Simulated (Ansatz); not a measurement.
# Si27SbC26: the cost of one run

Program: Ansatz 0.2.0. Level of theory: DFT, PBE, plane-wave PAW, default files, scalar-relativistic, as far as a step names no other. These are calculated values, not measurements.

## 1. Starting point

It takes space group F-43m (No. 216, cubic). Conventional cell: a = 13.062 Å, b = 13.062 Å, c = 13.062 Å, α = 90.00°, β = 90.00°, γ = 90.00°. Si (site symmetry -43m) is surrounded by 4 C at 1.89 Å. Around Si (site symmetry m) lie 4 C at 1.89 Å. Si (site symmetry 3m) has 4 C at 1.89 Å as nearest neighbours. Si (site symmetry 3m) is surrounded by 3 C at 1.89 Å and 1 Sb at 1.89 Å. Around Si (site symmetry 2mm) lie 4 C at 1.89 Å. Sb (site symmetry -43m) is surrounded by 4 Si at 1.89 Å. Around C (site symmetry m) lie 4 Si at 1.89 Å. C (site symmetry 3m) has 4 Si at 1.89 Å as nearest neighbours. Only part of the 10 independent sites is listed.

As a file:

```
Si Sb C
1.0
     0.00000    6.53099    6.53099
     6.53099    0.00000    6.53099
     6.53099    6.53099    0.00000
Si Sb C
27 1 26
Direct
  0.25000 0.25000 0.25000
  0.25000 0.25000 0.58333
  0.25000 0.25000 0.91667
  0.25000 0.58333 0.25000
  0.25000 0.58333 0.58333
  0.25000 0.58333 0.91667
  0.25000 0.91667 0.25000
  0.25000 0.91667 0.58333
  0.25000 0.91667 0.91667
  0.58333 0.25000 0.25000
  0.58333 0.25000 0.58333
  0.58333 0.25000 0.91667
  0.58333 0.58333 0.25000
  0.58333 0.58333 0.58333
  0.58333 0.58333 0.91667
  0.58333 0.91667 0.25000
  0.58333 0.91667 0.58333
  0.58333 0.91667 0.91667
  0.91667 0.25000 0.25000
  0.91667 0.25000 0.58333
  0.91667 0.25000 0.91667
  0.91667 0.58333 0.25000
  0.91667 0.58333 0.58333
  0.91667 0.58333 0.91667
  0.91667 0.91667 0.25000
  0.91667 0.91667 0.58333
  0.91667 0.91667 0.91667
  0.00000 0.00000 0.00000
  0.00000 0.00000 0.33333
  0.00000 0.00000 0.66667
  0.00000 0.33333 0.00000
  0.00000 0.33333 0.33333
  0.00000 0.33333 0.66667
  0.00000 0.66667 0.00000
  0.00000 0.66667 0.33333
  0.00000 0.66667 0.66667
  0.33333 0.00000 0.00000
  0.33333 0.00000 0.33333
  0.33333 0.00000 0.66667
  0.33333 0.33333 0.00000
  0.33333 0.33333 0.33333
  0.33333 0.33333 0.66667
  0.33333 0.66667 0.00000
  0.33333 0.66667 0.33333
  0.33333 0.66667 0.66667
  0.66667 0.00000 0.00000
  0.66667 0.00000 0.33333
  0.66667 0.00000 0.66667
  0.66667 0.33333 0.00000
  0.66667 0.33333 0.33333
  0.66667 0.33333 0.66667
  0.66667 0.66667 0.00000
  0.66667 0.66667 0.33333
  0.66667 0.66667 0.66667
```

Atom 28 of the input is the impurity.

## 2. Gradients at the starting positions

input.yaml reads:

```yaml
crystal:
  lattice:
    - [0.0, 6.5309898714, 6.5309898714]
    - [6.5309898714, 0.0, 6.5309898714]
    - [6.5309898714, 6.5309898714, 0.0]
  atoms:
    - { symbol: Si, position: [0.25, 0.25, 0.25] }
    - { symbol: Si, position: [0.25, 0.25, 0.5833333333] }
    - { symbol: Si, position: [0.25, 0.25, 0.9166666667] }
    - { symbol: Si, position: [0.25, 0.5833333333, 0.25] }
    - { symbol: Si, position: [0.25, 0.5833333333, 0.5833333333] }
    - { symbol: Si, position: [0.25, 0.5833333333, 0.9166666667] }
    - { symbol: Si, position: [0.25, 0.9166666667, 0.25] }
    - { symbol: Si, position: [0.25, 0.9166666667, 0.5833333333] }
    - { symbol: Si, position: [0.25, 0.9166666667, 0.9166666667] }
    - { symbol: Si, position: [0.5833333333, 0.25, 0.25] }
    - { symbol: Si, position: [0.5833333333, 0.25, 0.5833333333] }
    - { symbol: Si, position: [0.5833333333, 0.25, 0.9166666667] }
    - { symbol: Si, position: [0.5833333333, 0.5833333333, 0.25] }
    - { symbol: Si, position: [0.5833333333, 0.5833333333, 0.5833333333] }
    - { symbol: Si, position: [0.5833333333, 0.5833333333, 0.9166666667] }
    - { symbol: Si, position: [0.5833333333, 0.9166666667, 0.25] }
    - { symbol: Si, position: [0.5833333333, 0.9166666667, 0.5833333333] }
    - { symbol: Si, position: [0.5833333333, 0.9166666667, 0.9166666667] }
    - { symbol: Si, position: [0.9166666667, 0.25, 0.25] }
    - { symbol: Si, position: [0.9166666667, 0.25, 0.5833333333] }
    - { symbol: Si, position: [0.9166666667, 0.25, 0.9166666667] }
    - { symbol: Si, position: [0.9166666667, 0.5833333333, 0.25] }
    - { symbol: Si, position: [0.9166666667, 0.5833333333, 0.5833333333] }
    - { symbol: Si, position: [0.9166666667, 0.5833333333, 0.9166666667] }
    - { symbol: Si, position: [0.9166666667, 0.9166666667, 0.25] }
    - { symbol: Si, position: [0.9166666667, 0.9166666667, 0.5833333333] }
    - { symbol: Si, position: [0.9166666667, 0.9166666667, 0.9166666667] }
    - { symbol: Sb, position: [0.0, 0.0, 0.0] }
    - { symbol: C, position: [0.0, 0.0, 0.3333333333] }
    - { symbol: C, position: [0.0, 0.0, 0.6666666667] }
    - { symbol: C, position: [0.0, 0.3333333333, 0.0] }
    - { symbol: C, position: [0.0, 0.3333333333, 0.3333333333] }
    - { symbol: C, position: [0.0, 0.3333333333, 0.6666666667] }
    - { symbol: C, position: [0.0, 0.6666666667, 0.0] }
    - { symbol: C, position: [0.0, 0.6666666667, 0.3333333333] }
    - { symbol: C, position: [0.0, 0.6666666667, 0.6666666667] }
    - { symbol: C, position: [0.3333333333, 0.0, 0.0] }
    - { symbol: C, position: [0.3333333333, 0.0, 0.3333333333] }
    - { symbol: C, position: [0.3333333333, 0.0, 0.6666666667] }
    - { symbol: C, position: [0.3333333333, 0.3333333333, 0.0] }
    - { symbol: C, position: [0.3333333333, 0.3333333333, 0.3333333333] }
    - { symbol: C, position: [0.3333333333, 0.3333333333, 0.6666666667] }
    - { symbol: C, position: [0.3333333333, 0.6666666667, 0.0] }
    - { symbol: C, position: [0.3333333333, 0.6666666667, 0.3333333333] }
    - { symbol: C, position: [0.3333333333, 0.6666666667, 0.6666666667] }
    - { symbol: C, position: [0.6666666667, 0.0, 0.0] }
    - { symbol: C, position: [0.6666666667, 0.0, 0.3333333333] }
    - { symbol: C, position: [0.6666666667, 0.0, 0.6666666667] }
    - { symbol: C, position: [0.6666666667, 0.3333333333, 0.0] }
    - { symbol: C, position: [0.6666666667, 0.3333333333, 0.3333333333] }
    - { symbol: C, position: [0.6666666667, 0.3333333333, 0.6666666667] }
    - { symbol: C, position: [0.6666666667, 0.6666666667, 0.0] }
    - { symbol: C, position: [0.6666666667, 0.6666666667, 0.3333333333] }
    - { symbol: C, position: [0.6666666667, 0.6666666667, 0.6666666667] }
total_charge: 1
kpoints:
  mp_grid: { grid: [3, 3, 3] }
scf:
  occupations: { method: fermi_dirac, width: 0.01 }
hamiltonian:
  xc: pbe
  pseudopotentials: { kind: paw }
output:
  forces: true
  stress: true
  populations: true
  efg: { quadrupole_moments_barn: { Sb: -0.543 }, contact_densities: true }
```

Started as:

```sh
$ ansatz run input.yaml --threads 1 --pin off --max-ram 3072MiB --backend cpu --events-out ev --progress --plain --runs-dir out
```

Q: Estimate wall time and peak memory on 1 thread of Arm Neoverse V2, shared host.

About 67 s, with a peak of 1 GiB.
